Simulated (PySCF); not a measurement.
# C₅H₆ClF: circular dichroism and optical rotation

What do calculations give for the circular dichroism and optical rotation of C₅H₆ClF (`F[C@@H]1[C@@H](Cl)C12CC2`)?

Computed with PySCF 2.14.0 and routines of our own; the level stands in each step. Atoms count from 0.

## (1) The system as given

13 atoms, charge 0, multiplicity 1; geometry from: GFN2-xTB.

## (2) Relaxing the molecule at PBE0-D3(BJ)/def2-SVP

The job: settings as JSON, then the geometry in Å.

```
{"job": {"xc": "PBE0", "basis": "def2-SVP", "d3": "d3bj", "grid": 1, "kind": "geom"}, "charge": 0, "multiplicity": 1}
F      0.263249    -1.000346     2.222172
C     -0.547441    -0.440178     1.278633
C     -0.775519    -1.217532     0.003312
Cl    -2.384093    -1.201011    -0.707437
C      0.039897     0.017300     0.003293
C      0.123588     1.279916    -0.767120
C      1.356432     0.447128    -0.526145
H     -1.363387     0.094116     1.751048
H     -0.295564    -2.180287    -0.111440
H     -0.304851     1.289733    -1.758086
H      0.017122     2.212028    -0.232825
H      2.090324     0.804644     0.180571
H      1.775855    -0.105025    -1.353702
```

Launch:

```console
$ OMP_NUM_THREADS=1 python excited_run.py task.json out
```

One launch serves the whole session: the jobs run in the order shown.

The log of the run:

```text
step   0  E = -753.28127755  max force = 0.015878
step   1  E = -753.28223027  max force = 0.004011
step   2  E = -753.28247797  max force = 0.001822
step   3  E = -753.28255025  max force = 0.002643
step   4  E = -753.28257446  max force = 0.001868
step   5  E = -753.28260013  max force = 0.001586
step   6  E = -753.28262214  max force = 0.000887
step   7  E = -753.28263019  max force = 0.000475
step   8  E = -753.28263508  max force = 0.000387
optimisation converged
```

Wall time 41 s (1 thread of Arm Neoverse V2, shared host); peak memory 0.63 GiB.

Relaxation path:

```
step  energy from step 0 (eV)  largest force component (eV/Å)
   0                   0.0000                          0.8165
   1                  -0.0259                          0.2063
   2                  -0.0327                          0.0937
   3                  -0.0346                          0.1359
   4                  -0.0353                          0.0961
   5                  -0.0360                          0.0816
   6                  -0.0366                          0.0456
   7                  -0.0368                          0.0244
   8                  -0.0369                          0.0199
```

Distances of close pairs at the start and the end, largest changes first:

```
  bond  before (Å)  after (Å)  change (Å)
 C5–H9       1.080      1.094      +0.014
C6–H12       1.080      1.094      +0.014
C6–H11       1.080      1.094      +0.014
C5–H10       1.080      1.094      +0.014
 C2–H8       1.082      1.094      +0.012
 C1–H7       1.084      1.096      +0.012
 F0–C1       1.364      1.353      -0.011
 C1–C4       1.477      1.470      -0.007
```

The final coordinates are the input of the step that follows.

```
                         at the end point                value
  point group (found at 0.08 Å tolerance)                   C1
rotational constants (GHz, main isotopes)  2.794, 1.789, 1.215
                        dipole moment (D)                 1.58
```

## (3) Circular dichroism and optical rotation: TDDFT wB97X-D/def2-SVPD

The job: settings as JSON, then the geometry in Å.

```
{"job": {"kind": "ecd", "xc": "wB97X-D", "basis": "def2-SVPD", "nstates": 16}, "charge": 0, "multiplicity": 1}
F     -0.146785    -1.400439     1.764326
C     -1.030118    -0.757259     0.965715
C     -1.254663    -1.298756    -0.420457
Cl    -2.870316    -1.301305    -1.115192
C     -0.537739    -0.024112    -0.209195
C     -0.592746     1.351051    -0.746593
C      0.715304     0.598619    -0.689943
H     -1.897078    -0.373288     1.515479
H     -0.671176    -2.179816    -0.704329
H     -1.071828     1.479930    -1.721588
H     -0.749663     2.172799    -0.042270
H      1.450695     0.894876     0.063470
H      1.139868     0.229820    -1.627876
```

With the program's defaults for keys left out, this is: TDDFT wB97X-D/def2-SVPD circular dichroism and optical rotation, one conformer, gas phase.

The log of the run:

```text
coarse grid: 11864 points
cycle   1  E = -753.5204645225  dE =  1.419e+00  |g| = 5.081e-01  |ddm| = 7.686e+00
cycle   2  E = -753.5248346716  dE = -4.370e-03  |g| = 5.565e-01  |ddm| = 1.819e+00
cycle   3  E = -753.5791919294  dE = -5.436e-02  |g| = 4.976e-02  |ddm| = 8.394e-01
cycle   4  E = -753.5797041348  dE = -5.122e-04  |g| = 2.136e-02  |ddm| = 1.670e-01
cycle   5  E = -753.5798119909  dE = -1.079e-04  |g| = 5.806e-03  |ddm| = 5.284e-02
cycle   6  E = -753.5798211587  dE = -9.168e-06  |g| = 1.386e-03  |ddm| = 1.724e-02
final grid: 111624 points
cycle   7  E = -753.6747013857  dE = -1.359e-04  |g| = 7.723e-03  |ddm| = 2.687e-01
cycle   8  E = -753.6747029204  dE = -1.535e-06  |g| = 8.184e-03  |ddm| = 4.459e-02
cycle   9  E = -753.6747148450  dE = -1.192e-05  |g| = 6.919e-04  |ddm| = 9.982e-03
cycle  10  E = -753.6747149485  dE = -1.035e-07  |g| = 4.133e-04  |ddm| = 3.550e-03
cycle  11  E = -753.6747149875  dE = -3.898e-08  |g| = 7.288e-05  |ddm| = 1.327e-03
cycle  12  E = -753.6747149890  dE = -1.563e-09  |g| = 2.078e-05  |ddm| = 2.503e-04
cycle  13  E = -753.6747149892  dE = -1.903e-10  |g| = 6.171e-06  |ddm| = 1.043e-04
converged SCF energy = -753.6747149892

Singlet excitations and rotatory strengths (1e-40 esu^2 cm^2)
state   eV       nm     f(len)   f(vel)    R(len)    R(vel)   main configurations
  1   6.8284   181.6  0.00109  0.00170     3.595     4.531   H->L 0.87
  2   7.2352   171.4  0.00948  0.01076     5.749     5.799   H-1->L 0.85
  3   8.1964   151.3  0.00527  0.00625    -6.788    -8.850   H->L+2 0.31, H-3->L 0.29, H->L+4 0.13
  4   8.2379   150.5  0.01209  0.00955    -2.542     0.200   H->L+1 0.60, H->L+3 0.14, H->L+4 0.09
  5   8.3942   147.7  0.02153  0.02236   -13.863   -14.373   H-3->L 0.24, H-4->L 0.17, H->L+2 0.13
  6   8.5870   144.4  0.08097  0.08341   -52.348   -52.820   H-2->L 0.50, H->L+2 0.23
  7   8.6612   143.1  0.11326  0.11376    -3.132    -3.269   H-1->L+1 0.29, H-2->L 0.18, H->L+3 0.10
  8   8.7058   142.4  0.00205  0.00181   -17.242   -17.522   H-1->L+1 0.27, H->L+4 0.14, H->L+2 0.11
  9   8.7999   140.9  0.00035  0.00040     2.686     1.854   H-1->L+2 0.27, H->L+3 0.18, H-3->L 0.13
 10   8.8874   139.5  0.02483  0.02504   -19.312   -19.937   H->L+5 0.65
 11   9.0179   137.5  0.01375  0.01403     2.576     2.767   H-1->L+2 0.34, H->L+3 0.19, H-4->L 0.11
 12   9.0634   136.8  0.03894  0.03998     1.907     2.323   H-1->L+4 0.18, H-1->L+3 0.10, H-3->L 0.09
 13   9.1385   135.7  0.02956  0.03005   -16.926   -17.074   H-2->L+1 0.73
 14   9.2073   134.7  0.00885  0.00916   -15.785   -15.743   H-4->L 0.25, H-1->L+3 0.14, H-1->L+1 0.12
 15   9.3575   132.5  0.05589  0.05420     3.490     3.453   H-1->L+5 0.30, H-2->L+2 0.24, H-1->L+4 0.12
 16   9.4116   131.7  0.09683  0.10025    54.748    55.629   H-2->L+2 0.37, H-2->L+5 0.19, H-1->L+5 0.14

Specific rotation (deg / (dm g/mL))
    nm     length   length(OI)   velocity    alpha(len)  alpha(vel)
  633.0    -131.38    -127.70    -128.80       71.541     71.875
  589.3    -153.69    -149.40    -150.65       71.763     72.100
  546.0    -182.12    -177.07    -178.48       72.041     72.380
  436.0    -306.26    -298.00    -299.83       73.188     73.539
  405.0    -366.18    -356.43    -358.32       73.709     74.065
  365.0    -475.54    -463.16    -464.92       74.613     74.978
  355.0    -511.04    -497.81    -499.47       74.895     75.263
```

Run time: 79 s. Hardware: 1 thread of Arm Neoverse V2, shared host; peak memory 1 GiB.

## (4) Results

```
                                                                                     quantity                                                          value
                                                                                  point group                                                             C1
                                                         rotational constants (main isotopes)                                           2.79, 1.79, 1.22 GHz
state of largest rotatory strength (velocity form) among 16 (step 3, TDDFT wB97X-D/def2-SVPD)  9.41 eV, R = +55.6 (velocity), +54.7 (length) ·10⁻⁴⁰ esu² cm²
                              specific rotation at 633.0 nm (step 3, TDDFT wB97X-D/def2-SVPD)                             -128.8 (velocity), -131.4 (length)
```

In words: The optimisation took 8 steps and gained 0.037 eV; among the close pairs (by a distance rule), C5–H9 changed most, from 1.080 to 1.094 Å. No frequency check was run at this level, so the end point may be a saddle. Rotations belong to one conformer.
